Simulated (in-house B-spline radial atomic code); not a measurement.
**Cu in a hard spherical wall**

Aim: energy and levels of Cu squeezed by an impenetrable sphere of shrinking radius. More than one configuration is followed.

The numbers are computed with in-house B-spline radial atomic code version 1 (non-relativistic LDA (Slater, VWN5), spherical fractional occupations, point nucleus, basis-set limit), except any that are marked as measured or tabulated.

## Step 1: The atom as given

```
element       : copper (Z = 29)
charge        : 0
electrons     : 29
configuration : [Ar] 3d10 4s1
Hamiltonian   : non-relativistic
nucleus       : point
```

The outer shells:

[Ar] 3d10 4s1
```
[Ar] core
3d [↑↓][↑↓][↑↓][↑↓][↑↓]
4s [↑ ]
```

The boxes only draw the filling; these runs are spin-restricted and spherical.

## Step 2: The free system

Settings of the run:

```ini
Z = 29
electrons = 29.0
configuration = [Ar] 3d10 4s1
hamiltonian = nr
method = lda,vwn
spin_polarised = False
```

## Step 3: Wall at 9.76 bohr, configuration [Ar] 3d10 4s1

Settings: those of step 2 with these lines changed.

```diff
@@ -6 +6,2 @@
 spin_polarised = False
+wall_radius = 9.76
```

## Step 4: Wall at 3.96 bohr, configuration [Ar] 3d10 4s1

Settings: those of step 3 with these lines changed.

```diff
@@ -6,2 +6,2 @@
 spin_polarised = False
-wall_radius = 9.76
+wall_radius = 3.96
```

## Step 5: Wall at 2.75 bohr, configuration [Ar] 3d10 4s1

Settings: those of step 4 with these lines changed.

```diff
@@ -6,2 +6,2 @@
 spin_polarised = False
-wall_radius = 3.96
+wall_radius = 2.75
```

## Step 6: Wall at 1.39 bohr, configuration [Ar] 3d10 4s1

Settings: those of step 5 with these lines changed.

```diff
@@ -6,2 +6,2 @@
 spin_polarised = False
-wall_radius = 2.75
+wall_radius = 1.39
```

## Step 7: Wall at 9.76 bohr, configuration [Ne] 3s2 3p5 3d10 4s1 4f1

Settings of the run:

```ini
Z = 29
electrons = 29.0
configuration = [Ne] 3s2 3p5 3d10 4s1 4f1
hamiltonian = nr
method = lda,vwn
spin_polarised = False
wall_radius = 9.76
```

## Step 8: Wall at 3.96 bohr, configuration [Ne] 3s2 3p5 3d10 4s1 4f1

Settings: those of step 7 with these lines changed.

```diff
@@ -6,2 +6,2 @@
 spin_polarised = False
-wall_radius = 9.76
+wall_radius = 3.96
```

## Step 9: Wall at 2.75 bohr, configuration [Ne] 3s2 3p5 3d10 4s1 4f1

Settings: those of step 8 with these lines changed.

```diff
@@ -6,2 +6,2 @@
 spin_polarised = False
-wall_radius = 3.96
+wall_radius = 2.75
```

## Step 10: Wall at 1.39 bohr, configuration [Ne] 3s2 3p5 3d10 4s1 4f1

Settings: those of step 9 with these lines changed.

```diff
@@ -6,2 +6,2 @@
 spin_polarised = False
-wall_radius = 2.75
+wall_radius = 1.39
```

## Step 11: Wall at 9.76 bohr, configuration [Ne] 3s2 3p5 3d10 4s1 4d1

Settings of the run:

```ini
Z = 29
electrons = 29.0
configuration = [Ne] 3s2 3p5 3d10 4s1 4d1
hamiltonian = nr
method = lda,vwn
spin_polarised = False
wall_radius = 9.76
```

## Step 12: Wall at 3.96 bohr, configuration [Ne] 3s2 3p5 3d10 4s1 4d1

Settings: those of step 11 with these lines changed.

```diff
@@ -6,2 +6,2 @@
 spin_polarised = False
-wall_radius = 9.76
+wall_radius = 3.96
```

## Step 13: Wall at 2.75 bohr, configuration [Ne] 3s2 3p5 3d10 4s1 4d1

Settings: those of step 12 with these lines changed.

```diff
@@ -6,2 +6,2 @@
 spin_polarised = False
-wall_radius = 3.96
+wall_radius = 2.75
```

## Step 14: Wall at 1.39 bohr, configuration [Ne] 3s2 3p5 3d10 4s1 4d1

Settings: those of step 13 with these lines changed.

```diff
@@ -6,2 +6,2 @@
 spin_polarised = False
-wall_radius = 2.75
+wall_radius = 1.39
```

**Question.** What do the energy and the highest level do as the wall closes in, and which configuration is lower at each radius?

The runs gave:

| configuration | radius (bohr) | energy above the free system (eV) | pressure (GPa) | highest level (eV) |
| --- | --- | --- | --- | --- |
| [Ar] 3d10 4s1 | 9.76 | 0.0068 | 0.00699 | -4.658 (4s) |
| [Ar] 3d10 4s1 | 3.96 | 5.724 | 41.8 | 1.328 (4s) |
| [Ar] 3d10 4s1 | 2.75 | 34.142 | 651 | 20.807 (4s) |
| [Ar] 3d10 4s1 | 1.39 | 679.15 | 90782 | 280.56 (4s) |
| [Ne] 3s2 3p5 3d10 4s1 4f1 | 9.76 | 80.809 | 0.822 | 3.721 (4f) |
| [Ne] 3s2 3p5 3d10 4s1 4f1 | 3.96 | 108.81 | 112 | 31.713 (4f) |
| [Ne] 3s2 3p5 3d10 4s1 4f1 | 2.75 | 162.82 | 1041 | 67.932 (4f) |
| [Ne] 3s2 3p5 3d10 4s1 4f1 | 1.39 | 927.91 | 99951 | 277.83 (4s) |
| [Ne] 3s2 3p5 3d10 4s1 4d1 | 9.76 | 77.983 | 0.379 | 1.178 (4d) |
| [Ne] 3s2 3p5 3d10 4s1 4d1 | 3.96 | 97.905 | 96.1 | 21.022 (4d) |
| [Ne] 3s2 3p5 3d10 4s1 4d1 | 2.75 | 149.72 | 1059 | 55.051 (4d) |
| [Ne] 3s2 3p5 3d10 4s1 4d1 | 1.39 | 974.27 | 107786 | 321.87 (4d) |

For [Ar] 3d10 4s1 the energy above the free reference is 0.0068 eV at 9.76 bohr and 679.15 eV at 1.39 bohr, where the electrons press on it with 90782 GPa. Its highest level passes zero between 9.76 and 3.96 bohr; in smaller spheres the level is positive, pushed up by confinement, and the wall keeps the electron in. Of [Ar] 3d10 4s1 and [Ne] 3s2 3p5 3d10 4s1 4f1, the first stays lower at every radius that both share. At 1.39 bohr the lowest of all 3 is [Ar] 3d10 4s1. A hard wall is a crude model of an atom's surroundings.
